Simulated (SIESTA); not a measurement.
Hf2Pd2Se2Br2O3:

```
CELL_PARAMETERS angstrom
7.58666 -1.70971 -1.17576
7.58666 1.70971 -1.17576
-2.02446 0.00000 13.05155
ATOMIC_POSITIONS crystal
Hf 0.94514 0.94514 0.06144
Hf 0.60628 0.60628 0.28309
Pd 0.17920 0.17920 0.50964
Pd 0.32286 0.32286 0.74307
Se 0.92232 0.92232 0.84566
Se 0.78991 0.78991 0.58800
Br 0.58645 0.58645 0.04520
Br 0.24604 0.24604 0.28651
O 0.59701 0.59701 0.42127
O 0.38554 0.38554 0.07302
O 0.03094 0.03094 0.22169
```

The cell was built by a generator and needn't be a form met in nature.

Base run:

- Program: SIESTA 5.4.2
- Functional: PBE
- Potentials or basis: PseudoDojo 0.4 standard (PBE files)
- Basis: DZP (energy shift 0.003 Ry; two zetas on semicore shells)
- Grid cutoff: 800 Ry
- Energy shift: 0.003 Ry
- k mesh: 8 × 8 × 2
- Occupations: fermi-dirac, width 0.05 eV
- Spin: no spin polarisation
- Hubbard terms: Hf d U = 2 eV, Pd d U = 2 eV

Its results: band gap on the k mesh 1.02 eV, indirect (least direct gap 1.05 eV); pressure 2.3 GPa; largest force 0.851 eV/Å.

Question: After a change of settings the same cell gave: band gap on the k mesh 1.17 eV, indirect (least direct gap 1.20 eV); pressure 3.2 GPa; largest force 1.011 eV/Å. Which change was it?
A. hubbard terms from Hf d U = 2 eV, Pd d U = 2 eV to none
B. hubbard terms from Hf d U = 2 eV, Pd d U = 2 eV to Hf d U = 6 eV, Pd d U = 6 eV
C. hubbard terms from Hf d U = 2 eV, Pd d U = 2 eV to Hf d U = 4 eV, Pd d U = 4 eV

Answer: C.

Caveats: short orbitals over semicore shells can move pressures by several GPa; spin-orbit coupling is left out, which moves the levels of the heavy elements; the basis of atomic orbitals isn't converged, which shifts pressures, moduli and gaps; forces of over 1 eV/Å show positions far from the minimum, so gaps and moduli don't describe the material at rest (some runs).
